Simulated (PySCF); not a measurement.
# BMe2(NCO): geometry, NMR shifts, electronic excitations, spin-spin couplings and core binding energies, part 2 of 2

PySCF 2.14.0. Atoms count from 0. The steps go on from the part before.

## 6. NMR shieldings: B3LYP/pcSseg-1

Job settings and geometry (Å):

```
{"job": {"kind": "nmr", "xc": "B3LYP", "basis": "pcSseg-1", "pop": false}, "charge": 0, "multiplicity": 1}
B      0.010795     0.036277     0.008356
C      1.581238    -0.012266    -0.044896
H      1.950780     0.159318     0.983226
H      2.001093     0.804195    -0.653262
H      1.987954    -0.974952    -0.384472
C     -0.775056     1.395873     0.032348
H     -0.818750     1.767000    -1.009151
H     -0.243131     2.172744     0.603547
H     -1.810318     1.313971     0.391922
N     -0.718967    -1.190565     0.034625
C     -1.257020    -2.257602     0.040573
O     -1.793168    -3.296753     0.048183
```

Level: GIAO B3LYP/pcSseg-1 NMR shielding, non-relativistic, gas phase.

What it wrote:

```text
coarse grid: 10216 points
cycle   1  E = -272.6063156214  dE =  7.634e-01  |g| = 8.564e-01  |ddm| = 2.991e+00
cycle   2  E = -272.2803781734  dE =  3.259e-01  |g| = 1.584e+00  |ddm| = 1.429e+00
cycle   3  E = -272.7265892762  dE = -4.462e-01  |g| = 3.575e-01  |ddm| = 1.010e+00
cycle   4  E = -272.7529227430  dE = -2.633e-02  |g| = 8.879e-02  |ddm| = 2.602e-01
cycle   5  E = -272.7543420304  dE = -1.419e-03  |g| = 3.146e-02  |ddm| = 6.274e-02
cycle   6  E = -272.7545608096  dE = -2.188e-04  |g| = 4.943e-03  |ddm| = 2.032e-02
cycle   7  E = -272.7545657059  dE = -4.896e-06  |g| = 1.687e-03  |ddm| = 4.231e-03
final grid: 99264 points
cycle   8  E = -272.8071630923  dE = -1.657e-05  |g| = 9.145e-03  |ddm| = 1.949e-02
cycle   9  E = -272.8071064903  dE =  5.660e-05  |g| = 1.896e-02  |ddm| = 1.685e-02
cycle  10  E = -272.8071787606  dE = -7.227e-05  |g| = 3.448e-03  |ddm| = 1.238e-02
cycle  11  E = -272.8071812970  dE = -2.536e-06  |g| = 1.946e-04  |ddm| = 2.055e-03
cycle  12  E = -272.8071813051  dE = -8.109e-09  |g| = 9.175e-05  |ddm| = 2.256e-04
cycle  13  E = -272.8071813069  dE = -1.873e-09  |g| = 1.508e-05  |ddm| = 6.775e-05
cycle  14  E = -272.8071813070  dE = -4.411e-11  |g| = 7.112e-06  |ddm| = 1.258e-05
converged SCF energy = -272.8071813070

GIAO shielding tensors (ppm)
atom      isotropic    diamagn.    paramagn.     s11        s22        s33       span
  0 B       39.179     192.097    -152.918    -40.335     50.748    107.124    147.459
  1 C      166.658     251.563     -84.905    147.670    166.749    185.555     37.885
  2 H       30.842      29.715       1.127     27.733     28.839     35.955      8.222
  3 H       30.470      30.331       0.139     26.964     29.579     34.866      7.902
  4 H       30.704      30.349       0.355     26.745     29.754     35.613      8.868
  5 C      167.291     251.493     -84.202    147.880    168.153    185.839     37.959
  6 H       30.867      29.677       1.189     27.761     28.820     36.018      8.257
  7 H       30.491      30.280       0.211     26.980     29.607     34.886      7.906
  8 H       30.706      30.155       0.550     26.716     29.644     35.757      9.040
  9 N      171.972     324.413    -152.441     84.012    142.040    289.864    205.853
 10 C       45.999     261.720    -215.722    -46.451    -44.995    229.441    275.892
 11 O      150.771     401.013    -250.242     72.161    142.731    237.421    165.261
```

Run time: 7 s. Hardware: 1 thread of Arm Neoverse V2, shared host; peak memory 0.73 GiB.

Key values: δ C10 133.2, C1 12.3, B0 58.7, N9 91.6, H2 0.70 ppm (means over like atoms).

## 7. Core holes by ΔSCF: SCAN, X2C

The job, as its differences from that of step 6:

```diff
@@ -1,2 +1,2 @@
-{"job": {"kind": "nmr", "xc": "B3LYP", "basis": "pcSseg-1", "pop": false}, "charge": 0, "multiplicity": 1}
+{"job": {"kind": "xps", "metal_2p": true}, "charge": 0, "multiplicity": 1}
 B      0.010795     0.036277     0.008356
```

With the program's defaults for keys left out, this is: delta-SCF UKS SCAN, pcX-2 on the ionised atom (unc-x2c-TZVPall on a metal), pcseg-1 elsewhere, spin-free X2C.

What it wrote:

```text
ground state, core basis on atom 0 (B), 145 functions
  cycle   1  E = -272.63649392  |g| = 8.07e-01
  cycle   2  E = -272.33130951  |g| = 1.48e+00
  cycle   3  E = -272.74575783  |g| = 3.87e-01
  cycle   4  E = -272.77726267  |g| = 1.09e-01
  cycle   5  E = -272.77982858  |g| = 3.29e-02
  cycle   6  E = -272.78009496  |g| = 6.43e-03
  cycle   7  E = -272.78010373  |g| = 3.02e-03
  cycle   8  E = -272.78010571  |g| = 5.42e-04
  cycle   9  E = -272.78010460  |g| = 1.60e-04
  E(ground) = -272.79620577 Eh
hole in B 1s of atom 0
  cycle   1  E = -265.14035856  |g| = 1.17e+00
  cycle   2  E = -263.09362028  |g| = 2.16e+00
  cycle   3  E = -265.16974222  |g| = 8.76e-01
  cycle   4  E = -265.47076338  |g| = 4.43e-01
  cycle   5  E = -265.50952438  |g| = 2.81e-01
  cycle   6  E = -265.54936060  |g| = 5.00e-02
  cycle   7  E = -265.55063479  |g| = 2.06e-02
  cycle   8  E = -265.55083818  |g| = 8.63e-03
  cycle   9  E = -265.55087125  |g| = 4.70e-03
  cycle  10  E = -265.55088559  |g| = 1.83e-03
  cycle  11  E = -265.55088997  |g| = 1.02e-03
  cycle  12  E = -265.55089126  |g| = 2.15e-04
  E(ion) = -265.56762430 Eh   <S^2> = 0.7899   hole on atom = 1.000   binding energy = 196.700 eV
ground state, core basis on atom 1 (C), 145 functions
  cycle   1  E = -272.78540126  |g| = 5.68e-02
  cycle   2  E = -272.78535266  |g| = 1.97e-02
  cycle   3  E = -272.78532861  |g| = 2.22e-02
  cycle   4  E = -272.78544823  |g| = 4.07e-03
  cycle   5  E = -272.78545096  |g| = 8.28e-04
  cycle   6  E = -272.78545218  |g| = 1.79e-04
  E(ground) = -272.79962677 Eh
hole in C 1s of atom 1
  cycle   1  E = -261.56033229  |g| = 1.50e+00
  cycle   2  E = -261.01502866  |g| = 1.71e+00
  cycle   3  E = -262.03960325  |g| = 4.22e-01
  cycle   4  E = -261.99491348  |g| = 5.36e-01
  cycle   5  E = -262.11568147  |g| = 9.29e-02
  cycle   6  E = -262.11874447  |g| = 3.72e-02
  cycle   7  E = -262.11943891  |g| = 9.66e-03
  cycle   8  E = -262.11947376  |g| = 6.19e-03
  cycle   9  E = -262.11949109  |g| = 1.37e-03
  cycle  10  E = -262.11949270  |g| = 7.78e-04
  cycle  11  E = -262.11949338  |g| = 2.53e-04
  E(ion) = -262.13251584 Eh   <S^2> = 0.7664   hole on atom = 1.000   binding energy = 290.267 eV
ground state, core basis on atom 9 (N), 145 functions
  cycle   1  E = -272.80081630  |g| = 7.26e-02
  cycle   2  E = -272.80078056  |g| = 1.90e-02
  cycle   3  E = -272.80065233  |g| = 3.15e-02
  cycle   4  E = -272.80084701  |g| = 9.60e-03
  cycle   5  E = -272.80086718  |g| = 1.33e-03
  cycle   6  E = -272.80086770  |g| = 2.41e-04
  E(ground) = -272.81366755 Eh
hole in N 1s of atom 9
  cycle   1  E = -257.19234772  |g| = 1.87e+00
  cycle   2  E = -255.89289347  |g| = 2.44e+00
  cycle   3  E = -257.43431045  |g| = 1.05e+00
  cycle   4  E = -257.80083151  |g| = 5.04e-01
  cycle   5  E = -257.88829461  |g| = 1.39e-01
  cycle   6  E = -257.89522087  |g| = 3.69e-02
  cycle   7  E = -257.89584508  |g| = 8.72e-03
  cycle   8  E = -257.89588235  |g| = 3.85e-03
  cycle   9  E = -257.89589122  |g| = 1.22e-03
  cycle  10  E = -257.89589241  |g| = 6.22e-04
  cycle  11  E = -257.89589199  |g| = 1.48e-04
  E(ion) = -257.90795688 Eh   <S^2> = 0.7698   hole on atom = 1.000   binding energy = 405.605 eV
ground state, core basis on atom 10 (C), 145 functions
  cycle   1  E = -272.79373225  |g| = 5.72e-02
  cycle   2  E = -272.79365373  |g| = 2.30e-02
  cycle   3  E = -272.79321167  |g| = 5.05e-02
  cycle   4  E = -272.79376411  |g| = 2.85e-03
  cycle   5  E = -272.79376588  |g| = 6.20e-04
  cycle   6  E = -272.79376489  |g| = 2.23e-04
  E(ground) = -272.80874213 Eh
hole in C 1s of atom 10
  cycle   1  E = -261.41114470  |g| = 1.50e+00
  cycle   2  E = -257.09096389  |g| = 2.86e+00
  cycle   3  E = -261.04577687  |g| = 1.25e+00
  cycle   4  E = -261.51876494  |g| = 9.86e-01
  cycle   5  E = -261.72946398  |g| = 7.27e-01
  cycle   6  E = -261.95281808  |g| = 1.06e-01
  cycle   7  E = -261.95635960  |g| = 5.18e-02
  cycle   8  E = -261.95756199  |g| = 1.16e-02
  cycle   9  E = -261.95765440  |g| = 4.33e-03
  cycle  10  E = -261.95768195  |g| = 3.43e-03
  cycle  11  E = -261.95769764  |g| = 2.05e-03
  cycle  12  E = -261.95770718  |g| = 7.57e-04
  cycle  13  E = -261.95770833  |g| = 3.52e-04
  E(ion) = -261.97211451 Eh   <S^2> = 0.7909   hole on atom = 1.000   binding energy = 294.880 eV
ground state, core basis on atom 11 (O), 145 functions
  cycle   1  E = -272.81633745  |g| = 1.05e-01
  cycle   2  E = -272.81222421  |g| = 1.52e-01
  cycle   3  E = -272.81556070  |g| = 7.99e-02
  cycle   4  E = -272.81686616  |g| = 6.11e-03
  cycle   5  E = -272.81687704  |g| = 9.95e-04
  cycle   6  E = -272.81687644  |g| = 4.07e-04
  E(ground) = -272.82758809 Eh
hole in O 1s of atom 11
  cycle   1  E = -252.16750876  |g| = 2.22e+00
  cycle   2  E = -250.33521537  |g| = 2.74e+00
  cycle   3  E = -252.39117288  |g| = 1.04e+00
  cycle   4  E = -252.71692089  |g| = 7.87e-01
  cycle   5  E = -252.98470093  |g| = 1.48e-01
  cycle   6  E = -252.99353513  |g| = 8.51e-02
  cycle   7  E = -252.99696654  |g| = 1.14e-02
  cycle   8  E = -252.99702319  |g| = 3.54e-03
  cycle   9  E = -252.99702927  |g| = 1.44e-03
  cycle  10  E = -252.99703144  |g| = 5.76e-04
  cycle  11  E = -252.99703161  |g| = 4.17e-04
  E(ion) = -253.01032948 Eh   <S^2> = 0.7649   hole on atom = 1.000   binding energy = 539.255 eV
```

Run time: 24 s. Hardware: 1 thread of Arm Neoverse V2, shared host; peak memory 0.54 GiB.

The holes in one table. −ε is the ground-state orbital energy:

```csv
hole,stands for,environment,ΔSCF (eV),−ε (eV),⟨S²⟩
B1s on B0,B0,"boron bonded to 2 C, N",196.70,181.0,0.790
C1s on C1,"C1, C5","carbon bonded to B, 3 H",290.27,273.1,0.766
N1s on N9,N9,"nitrogen bonded to C, B",405.61,386.6,0.770
C1s on C10,C10,"carbon bonded to N, O",294.88,277.4,0.791
O1s on O11,O11,oxygen bonded to C,539.26,517.9,0.765
```

Each hole run stands for the others of its class of like atoms.

## 8. Side by side: NMR shifts

Shifts (ppm), means over like atoms, with basis size and wall time:

```csv
run,C10,C1,H2,B0,N9,O11,functions,time
PBE0/pcSseg-1,134.4,12.7,0.74,58.0,90.4,181.9,132,11 s
B3LYP/pcSseg-1,133.2,12.3,0.70,58.7,91.6,183.3,132,7 s
```

## 9. What came out

The summary covers parts 1 to 2.

```
                                                               quantity                        value
                                                            point group                           C1
                                   rotational constants (main isotopes)         7.56, 1.85, 1.51 GHz
13C shifts against TMS (PBE0/pcSseg-1, means over atoms taken as alike)              134.4, 12.7 ppm
 1H shifts against TMS (PBE0/pcSseg-1, means over atoms taken as alike)                     0.74 ppm
                            11B shifts against BF3·OEt2 (PBE0/pcSseg-1)                     58.0 ppm
                                 15N shifts against NH3 (PBE0/pcSseg-1)                     90.4 ppm
                                 17O shifts against H2O (PBE0/pcSseg-1)                    181.9 ppm
                                  surface potential, 1st and 99th percentile           -1.13 V and 1.08 V
                                       lowest singlet (B3LYP/def2-SVPD)  5.08 eV (244 nm), f = 0.000
                               brightest single state of those computed  state 8, 8.29 eV, f = 0.195
                                                         lowest triplet                      4.86 eV
                            largest coupling of the table (B3LYP/pcJ-1)      1J(C,H) C1–H2, 125.3 Hz
                                       C1s binding energies, SCAN/pcX-2     C10 294.88, C1 290.27 eV
                                       B1s binding energies, SCAN/pcX-2                 B0 196.70 eV
                                       N1s binding energies, SCAN/pcX-2                 N9 405.61 eV
                                       O1s binding energies, SCAN/pcX-2                O11 539.26 eV
                                              range of the shift of O11           181.9 to 183.3 ppm
```

What this shows: The start was shaken at random, so part of the energy gained undoes that. At PBE0/pcSseg-1: Shielding is most anisotropic at C10 (span 271 ppm, paramagnetic term -212 ppm). At PBE0/pcSseg-1, counted by nearest atom on the grid, the HOMO lies on N9 34 %; O11 23 %, the LUMO on B0 45 %; C10 18 %. The lowest singlet, at 5.08 eV, is HOMO→LUMO 0.99 and is dark; of the 10 states computed, the strongest absorption comes from state 8 at 8.29 eV (the last state computed is bright too, and its partners may lie past the list). The lowest triplet lies 0.22 eV below the lowest singlet (triplets in Tamm-Dancoff, singlets in full TDDFT). States above −ε(HOMO) lie where TDDFT describes them poorly and they hang on the basis; the brightest is among them. Of the pairs tabulated at B3LYP/pcJ-1, C1–H2 (mean over like pairs) couples most strongly (125.3 Hz; Fermi contact 123.1 Hz). Couplings across rotatable bonds belong to this one conformer; where others are populated, the observed values are averages. C10 (carbon bonded to N, O) binds its C1s electron 4.61 eV more tightly than C1 (carbon bonded to B, 3 H). Across the 2 runs the shift of O11 moves most, between 181.9 (PBE0/pcSseg-1) and 183.3 ppm (B3LYP/pcSseg-1).
